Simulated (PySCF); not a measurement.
# CoF2: relaxation and vibrations of the quartet

The task is one start of a wider search on CoF2: the quartet, from a linear start. It is relaxed, tested by its Hessian and followed downhill if it is a saddle.

The runs use PySCF 2.14.0; PBE0, basis Co def2-TZVP, F def2-TZVP, no relativity, density fitting.

### 1 Where the work starts

3 atoms, charge 0, spin multiplicity 4.

Bond lengths: Co1–F2 1.750 Å, Co1–F3 1.750 Å. Angles: F2–Co1–F3 180.0°.

```xyz
3
charge 0 multiplicity 4
Co    0.0000    0.0000    0.0000
F     0.0000    0.0000    1.7500
F     0.0000    0.0000   -1.7500
```

### 2 The SCF at the typed geometry

One driver script runs all steps and calls PySCF; scf.py shows how it sets up the SCF of each step. The optimiser is the driver's own. After this first run the driver tries any further starts and a stability analysis.

Contents of scf.py:

```python
from pyscf import gto, scf, dft
mol = gto.M(atom='''
Co     0.000000     0.000000     0.000000
F      0.000000     0.000000     1.750000
F      0.000000     0.000000    -1.750000''',
    basis={'Co': 'def2-TZVP', 'F': 'def2-TZVP'},
    charge=0, spin=3)
mf = dft.UKS(mol, xc='PBE0')
mf.grids.atom_grid = (50, 194)
aux = {'Co': 'def2-universal-JKFIT', 'F': 'def2-universal-JKFIT'}
mf = mf.density_fit(auxbasis=aux)
mf.conv_tol = 1e-08
mf.diis_space = 10
mf.max_cycle = 60
mf.init_guess = 'minao'
mf.verbose = 4
mf.kernel()
```

The run is started by

```
$ OMP_NUM_THREADS=4 python axn.py task.json out
```

The program printed, shortened:

```text
[... the frontier levels of the middle cycles are left out ...]
init E= -1581.08746821431
cycle= 1 E= -1565.94251909267  delta_E= 15.1  |g|= 5.61  |ddm|= 9.14
[... the frontier-level lines of each cycle are left out ...]
cycle= 2 E= -1511.84398386783  delta_E= 54.1  |g|= 13.9  |ddm|= 13.5
cycle= 3 E= -1567.69207097979  delta_E= -55.8  |g|= 8.15  |ddm|= 8.08
cycle= 4 E= -1570.03576365942  delta_E= -2.34  |g|= 7.02  |ddm|= 1.49
cycle= 5 E= -1573.69465740093  delta_E= -3.66  |g|= 6.07  |ddm|= 2.38
cycle= 6 E= -1579.37680502292  delta_E= -5.68  |g|=  3.4  |ddm|= 1.33
cycle= 7 E= -1580.66351067436  delta_E= -1.29  |g|= 2.43  |ddm|= 0.38
cycle= 8 E= -1582.0996557478  delta_E= -1.44  |g|= 0.535  |ddm|= 0.97
cycle= 9 E= -1582.1732641311  delta_E= -0.0736  |g|= 0.195  |ddm|= 0.279
cycle= 10 E= -1582.18622686364  delta_E= -0.013  |g|= 0.0276  |ddm|= 0.0934
cycle= 11 E= -1582.18698191533  delta_E= -0.000755  |g|= 0.0159  |ddm|= 0.0376
cycle= 12 E= -1582.18707695024  delta_E= -9.5e-05  |g|= 0.00723  |ddm|= 0.00967
cycle= 13 E= -1582.18712939493  delta_E= -5.24e-05  |g|= 0.00161  |ddm|= 0.0135
cycle= 14 E= -1582.18714480704  delta_E= -1.54e-05  |g|= 0.00182  |ddm|= 0.00595
[... 19 cycles left out ...]
cycle= 34 E= -1582.18680707361  delta_E= -8.8e-07  |g|= 0.00114  |ddm|= 0.0119
cycle= 35 E= -1582.18680696073  delta_E= 1.13e-07  |g|= 0.00115  |ddm|= 0.00118
cycle= 36 E= -1582.18680638969  delta_E= 5.71e-07  |g|= 0.000668  |ddm|= 0.0105
cycle= 37 E= -1582.18680544274  delta_E= 9.47e-07  |g|= 0.000731  |ddm|= 0.0157
cycle= 38 E= -1582.18680493059  delta_E= 5.12e-07  |g|= 0.00059  |ddm|= 0.0153
cycle= 39 E= -1582.18680486162  delta_E= 6.9e-08  |g|= 0.000598  |ddm|= 0.00255
cycle= 40 E= -1582.18680491816  delta_E= -5.65e-08  |g|= 0.000532  |ddm|= 0.00136
cycle= 41 E= -1582.18680527074  delta_E= -3.53e-07  |g|= 0.000669  |ddm|= 0.012
cycle= 42 E= -1582.18680524237  delta_E= 2.84e-08  |g|= 0.00076  |ddm|= 0.000505
cycle= 43 E= -1582.18680471408  delta_E= 5.28e-07  |g|= 0.00025  |ddm|= 0.028
cycle= 44 E= -1582.18680479122  delta_E= -7.71e-08  |g|= 0.000163  |ddm|= 0.00694
cycle= 45 E= -1582.18680474755  delta_E= 4.37e-08  |g|= 5.4e-05  |ddm|= 0.00405
cycle= 46 E= -1582.18680471098  delta_E= 3.66e-08  |g|= 2.8e-05  |ddm|= 0.00514
cycle= 47 E= -1582.18680470262  delta_E= 8.36e-09  |g|= 3.23e-06  |ddm|= 0.00339
Extra cycle  E= -1582.18680470262  delta_E= 6.82e-12  |g|= 5.19e-06  |ddm|= 3.61e-06
converged SCF energy = -1582.18680470262  <S^2> = 3.7575599  2S+1 = 4.0037782
```

This step, with its further starts and checks, ran for 19 s (4 threads of Arm Neoverse V2, shared host).

The starts that the driver tried:

| start | energy (Eh) |
| --- | --- |
| the minimal-basis guess | -1582.186805 |
| a thermally smeared density | -1582.186805 |
| a smeared PBE density | -1582.186805 |

The first run landed in a state that is too high. Following the other starts and the instabilities gains 24.9 kJ/mol (-1582.19630 Eh), and the work goes on from there.

### 3 Relaxing the quartet from the linear start

The program finds D∞h symmetry in the start, which this walk keeps.

Changes to scf.py since step 2:

```diff
@@ -15 +14,0 @@
-mf.init_guess = 'minao'
```

Steps of the walk:

| step | energy (Eh) | change (kJ/mol) | largest symmetric gradient (Eh/bohr) |
| --- | --- | --- | --- |
| 0 | -1582.196303 | 0.00 | 0.00633 |
| 1 | -1582.196462 | -0.42 | 0.00070 |
| 2 | -1582.196464 | -0.42 | 0.00003 |

The walk took 4.5 s.

Geometry (Å) and forces (eV/Å) at some steps:

```
step 0
Co   0.000   0.000   0.000   0.000   0.000   0.000
F    0.000   0.000   1.750   0.000   0.000  -0.326
F    0.000   0.000  -1.750   0.000   0.000   0.326
step 1
Co   0.000   0.000   0.000   0.000   0.000   0.000
F    0.000   0.000   1.738   0.000   0.000  -0.036
F    0.000   0.000  -1.738   0.000   0.000   0.036
step 2
Co   0.000   0.000   0.000   0.000   0.000   0.000
F    0.000   0.000   1.737   0.000   0.000   0.002
F    0.000   0.000  -1.737   0.000   0.000  -0.001
```

End point (D∞h, 2 steps, 0.4 kJ/mol gained): Co–F 1.737 Å (×2); F–Co–F 180.0°.

### 4 Hessian and properties

On the finer grid the gradient is checked again; gradients at displacements of ±0.02 bohr then give force constants and infrared intensities.

Changes to scf.py since step 3:

```diff
@@ -3,3 +3,3 @@
-Co     0.000000     0.000000     0.000000
-F      0.000000     0.000000     1.750000
-F      0.000000     0.000000    -1.750000''',
+Co     0.000000    -0.000000     0.000000
+F     -0.000000     0.000000     1.736814
+F      0.000000     0.000000    -1.736814''',
@@ -9 +9 @@
-mf.grids.atom_grid = (50, 194)
+mf.grids.atom_grid = (75, 302)
@@ -12 +12 @@
-mf.conv_tol = 1e-08
+mf.conv_tol = 1e-10
```

The driver hands on the density of the step before, so the log starts near convergence.

SCF at the final geometry:

```text
init E= -1582.19634724475
[... the frontier-level lines of each cycle are left out ...]
cycle= 1 E= -1582.19634724478  delta_E= -2.77e-11  |g|= 1.08e-05  |ddm|= 1.01e-05
cycle= 2 E= -1582.19634724468  delta_E= 9.64e-11  |g|= 2.35e-05  |ddm|= 1.37e-05
cycle= 3 E= -1582.19634724483  delta_E= -1.52e-10  |g|= 2.77e-06  |ddm|= 8.88e-06
cycle= 4 E= -1582.19634724484  delta_E= -7.05e-12  |g|= 1.88e-06  |ddm|= 2.55e-06
Extra cycle  E= -1582.19634724486  delta_E= -2.02e-11  |g|= 1.82e-06  |ddm|= 4.96e-06
converged SCF energy = -1582.19634724486  <S^2> = 3.7573146  2S+1 = 4.0036556
```

The whole step took 25 s.

Geometry: D∞h; Co–F 1.737 Å (×2); F–Co–F 180.0°.

Modes, for the most abundant isotopes:

```
ω (cm⁻¹)  IR (km/mol)     type
     159         43.6     bend
     159         43.6     bend
     601          0.0  stretch
     758          216  stretch
```

Every mode is real; the point is a minimum.

The SCF density has lower symmetry than the nuclear frame, so the modes carry no labels; pairs that should be degenerate can split.

Properties at this point:

```yaml
Dipole_moment: 0.00 D
Highest_occupied_level: -9.03 eV
Lowest_empty_level: -4.03 eV
Rotational_constants: 0.1471 cm⁻¹
Zero-point_energy: 10.0 kJ/mol
Principal_polarisabilities: 14.2, 14.2, 27.6 bohr³
Atomisation_energy_without_zero-point_energy: 937 kJ/mol
Principal_traceless_quadrupole_moments_about_the_centre_of_mass: -14.19, 7.10, 7.10 D Å
Entropy_at_298.15_K_and_1_bar_electronic_part_spin_only: 264.6 J/(mol K)
Heat_capacity_Cp_at_298.15_K: 52.3 J/(mol K)
Enthalpy_at_298.15_K_above_0_K: 12.63 kJ/mol
Rotational_symmetry_number: 2
Spin_squared_⟨S²⟩: 3.757
```

Populations by atom (charges in e):

| atom | Mulliken | Löwdin | polar tensor | spin (Mulliken) | Mayer order to Co1 |
| --- | --- | --- | --- | --- | --- |
| Co1 | 1.04 | 0.65 | 1.43 | 2.82 | – |
| F2,3 | -0.52 | -0.33 | -0.72 | 0.09 | 0.82 |

Outer orbital energies (eV). α occupied: -11.62, -11.49, -11.49, -11.26, -11.26, -10.15, -9.87, -9.87; empty: -1.17, 1.65, 1.65, 4.40. β occupied: -13.01, -11.64, -11.64, -11.43, -10.90, -10.90, -9.03, -9.03; empty: -4.03, -2.82, -2.82, 0.26.

Mulliken populations on Co1: s 6.36, p 12.22, d 7.38, f 0.00.

### 5 Results

| quantity | value |
| --- | --- |
| minimum | quartet, D∞h |
| geometry | Co–F 1.737 Å (×2); F–Co–F 180.0° |
| wavenumbers (cm⁻¹) | 159, 159, 601, 758 |
| dipole moment | 0.00 D |
| highest occupied, lowest empty level (either spin) | -9.03, -4.03 eV |
| polar-tensor charge of Co1 | +1.43 e |
| zero-point energy | 10.0 kJ/mol |
| entropy at 298.15 K | 264.6 J/(mol K) |
| atomisation energy (no zero-point energy) | 937 kJ/mol |
| ⟨S²⟩ | 3.757 |

What this shows: The molecule stays D∞h, as typed, and the end point is a minimum. The strongest infrared band lies at 758 cm⁻¹ (stretch). Co1 has a polar-tensor charge of +1.4 e (a dipole derivative, not a static charge), yet symmetry cancels the bond dipoles. Most of the spin sits on Co1 (Mulliken spin 2.82, against 3 for the whole molecule). The first SCF alone would have been 25 kJ/mol too high. Only this shape and spin were tried, so other structures or states may lie lower. The SCF density has lower symmetry than the nuclear frame. Open d and f shells are described by one determinant, and the ground state may have another occupation or spin.

The search up to here took 49 s.
